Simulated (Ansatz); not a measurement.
# ClH₅SiSn: up Jacob's ladder to CCSD(T)

An exercise on one series of results from a longer session: the logs are not shown, and one member is left open.

Program: Ansatz 0.2.0, Gaussian basis. Level of theory: functionals in def2-TZVPP, the program's frozen cores in correlated methods. These are calculated values, not measurements.

Levels to be run: LDA (SPW92), PBE-D4, revPBE-D4, BLYP-D4, r2SCAN-D4, B97M-V, PBE0-D4, B3LYP-D4, r2SCANh-D4, r2SCAN0-D4, HSE06-D4, BHLYP-D4, CAM-B3LYP-D4, LC-ωPBE, ωB97X-V, ωB97M-V, B2PLYP, PBE-QIDH; CCSD(T)/def2-SVP; CCSD(T)/def2-TZVPP; MP2/def2-QZVPP; extrapolation to the limit; RPA on PBE.

## The relaxed structure

An earlier PBE0-D4 in a triple-zeta def2 set relaxation fixed the geometry. Sn takes the def2 core potential; no spin-orbit term is included.

SMILES `Cl[SiH2][SnH3]`, 8 atoms, charge 0, spin multiplicity 1.

Atoms are counted from 1 here; the program's logs count them from 0.

Bond lengths: Cl1–Si2 2.065 Å, Si2–Sn3 2.563 Å, Si2–H4 1.484 Å, Si2–H5 1.484 Å, Sn3–H6 1.705 Å, Sn3–H7 1.708 Å, Sn3–H8 1.705 Å. Angles: Cl1–Si2–Sn3 109.3°, Cl1–Si2–H4 107.6°, Cl1–Si2–H5 107.6°, Sn3–Si2–H4 111.7°, Sn3–Si2–H5 111.7°, H4–Si2–H5 108.8°, Si2–Sn3–H6 110.0°, Si2–Sn3–H7 110.2°, Si2–Sn3–H8 110.0°, H6–Sn3–H7 108.8°, H6–Sn3–H8 109.1°, H7–Sn3–H8 108.8°.

Set-up of the first run:

The input, in.yaml:

```yaml
crystal:
  periodic: [false, false, false]
  atoms:
    - {symbol: Cl, position_ang: [-2.312063, 1.355112, -0.316369]}
    - {symbol: Si, position_ang: [-0.645022, 0.374165, -1.038312]}
    - {symbol: Sn, position_ang: [0.772329, -0.449924, 0.932157]}
    - {symbol: H, position_ang: [-1.117731, -0.750796, -1.883617]}
    - {symbol: H, position_ang: [0.103513, 1.330820, -1.891572]}
    - {symbol: H, position_ang: [-0.142048, -1.511428, 1.904044]}
    - {symbol: H, position_ang: [2.151498, -1.279060, 0.359496]}
    - {symbol: H, position_ang: [1.281623, 0.874010, 1.878372]}
basis:
  gaussian: {orbitals: def2-TZVPP}
hamiltonian: {xc: lda}
output: {orbitals: {seedname: orbitals}}
```

Run with:

```sh
$ ansatz run in.yaml --threads 2 --pin off --events-out ev --progress --plain --max-ram 4352MiB
```

Among the steps run: LDA; PBE-D4 (GGA); revPBE-D4 (GGA); BLYP-D4 (GGA); r2SCAN-D4 (meta-GGA); B97M-V (meta-GGA); B3LYP-D4 (hybrid); r2SCANh-D4 (hybrid); r2SCAN0-D4 (hybrid); HSE06-D4 (hybrid); BHLYP-D4 (hybrid); CAM-B3LYP-D4 (range-separated); LC-ωPBE (range-separated); ωB97X-V (range-separated); ωB97M-V (range-separated); B2PLYP (double hybrid); PBE-QIDH (double hybrid).

One of the session's tables, all rows but one given; the rest of the session is left out.

It belongs to the step «Orbital energies across the functionals». 

| functional | HOMO (eV) | gap (eV) |
| --- | --- | --- |
| LDA (SPW92) | -6.89 | 5.22 |
| PBE-D4 | -6.80 | 5.33 |
| revPBE-D4 | -6.76 | 5.39 |
| BLYP-D4 | -6.66 | 5.35 |
| r2SCAN-D4 | -7.07 | 5.90 |
| B97M-V | -7.17 | 5.87 |
| PBE0-D4 | -7.90 | 7.26 |
| B3LYP-D4 | -7.70 | 6.89 |
| r2SCANh-D4 | -7.47 | 6.58 |
| r2SCAN0-D4 | -8.07 | 7.60 |
| HSE06-D4 | -7.51 | 6.50 |
| BHLYP-D4 | ? | ? |
| CAM-B3LYP-D4 | -9.13 | 9.54 |
| LC-ωPBE | -10.41 | 11.92 |
| ωB97X-V | -10.10 | 11.48 |
| ωB97M-V | -9.89 | 11.01 |

Estimate the missing values for BHLYP-D4.

Worked estimate for «HOMO (eV)». Against the share of exact exchange, BLYP-D4 (0, -6.66), B3LYP-D4 (0.2, -7.70) give a slope of -5.20 per unit share; at 0.5 the line stands at -9.26.

The run gave: HOMO (eV): -8.88; gap (eV): 9.15. In «HOMO (eV)» the line misses by -0.38.
